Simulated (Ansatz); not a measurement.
# CH6AlGa: how energies converge with the basis set

An exercise on one series of results from a longer session: the logs are not shown, and one member is left open.

The runs use Ansatz 0.2.0, Gaussian basis; one geometry, several basis sets.

Plan: PBE0-D4/def2-SVP; ωB97M-V/def2-SVP; PBE0-D4/def2-QZVPP; ωB97M-V/def2-QZVPP; the functionals' def2-TZVPP values are taken from earlier runs.

## The relaxed structure

The geometry comes from an earlier relaxation with PBE0-D4 in a triple-zeta def2 set; it is a stationary point, not always the lowest conformer.

9 atoms, charge 0, spin multiplicity 1.

Atoms are counted from 1 here; the program's logs count them from 0.

Bond lengths: C1–Al3 1.948 Å, C1–H4 1.093 Å, C1–H5 1.093 Å, C1–H6 1.093 Å, Ga2–Al3 2.512 Å, Al3–H7 1.685 Å, Al3–H8 1.685 Å, Al3–H9 1.685 Å. Angles: Al3–C1–H4 111.1°, Al3–C1–H5 111.1°, Al3–C1–H6 111.1°, H4–C1–H5 107.8°, H4–C1–H6 107.8°, H5–C1–H6 107.8°, C1–Al3–Ga2 180.0°, C1–Al3–H7 126.9°, C1–Al3–H8 126.9°, C1–Al3–H9 126.9°, Ga2–Al3–H7 53.1°, Ga2–Al3–H8 53.1°, Ga2–Al3–H9 53.1°, H7–Al3–H8 87.6°, H7–Al3–H9 87.6°, H8–Al3–H9 87.6°.

The first run:

in.yaml

```yaml
crystal:
  periodic: [false, false, false]
  atoms:
    - {symbol: C, position_ang: [-1.076949, 1.117513, 0.124482]}
    - {symbol: Ga, position_ang: [2.015211, -2.076717, -0.235064]}
    - {symbol: Al, position_ang: [0.273510, -0.277459, -0.032600]}
    - {symbol: H, position_ang: [-0.616420, 2.090915, 0.313138]}
    - {symbol: H, position_ang: [-1.666891, 1.198385, -0.792368]}
    - {symbol: H, position_ang: [-1.764895, 0.907448, 0.947767]}
    - {symbol: H, position_ang: [1.511703, -0.363510, -1.171641]}
    - {symbol: H, position_ang: [0.006201, -1.918814, -0.301676]}
    - {symbol: H, position_ang: [1.407030, -0.723961, 1.130863]}
basis:
  gaussian: {orbitals: def2-SVP}
hamiltonian: {xc: pbe0, dispersion: d4}
output: {orbitals: {seedname: orbitals}}
```

Launch:

```
$ ansatz run in.yaml --threads 2 --pin off --events-out ev --progress --plain --max-ram 4352MiB
```

Steps of the session up to this table: PBE0-D4 in def2-SVP; ωB97M-V in def2-SVP; PBE0-D4 in def2-QZVPP; ωB97M-V in def2-QZVPP.

One table of the session follows, with a row left open; its other results are not shown here.

It belongs to the step «Functionals by basis». 

| functional | basis | HOMO (eV) |
| --- | --- | --- |
| PBE0-D4 | def2-SVP | -6.86 |
| PBE0-D4 | def2-TZVPP | -6.87 |
| PBE0-D4 | def2-QZVPP | -6.88 |
| ωB97M-V | def2-SVP | ? |
| ωB97M-V | def2-TZVPP | -8.90 |
| ωB97M-V | def2-QZVPP | -8.92 |

Estimate the missing values for ωB97M-V, def2-SVP.

The run gave: HOMO (eV): -8.88. In the column «HOMO (eV)» it lies between ωB97M-V, def2-TZVPP (-8.90) and PBE0-D4, def2-QZVPP (-6.88).
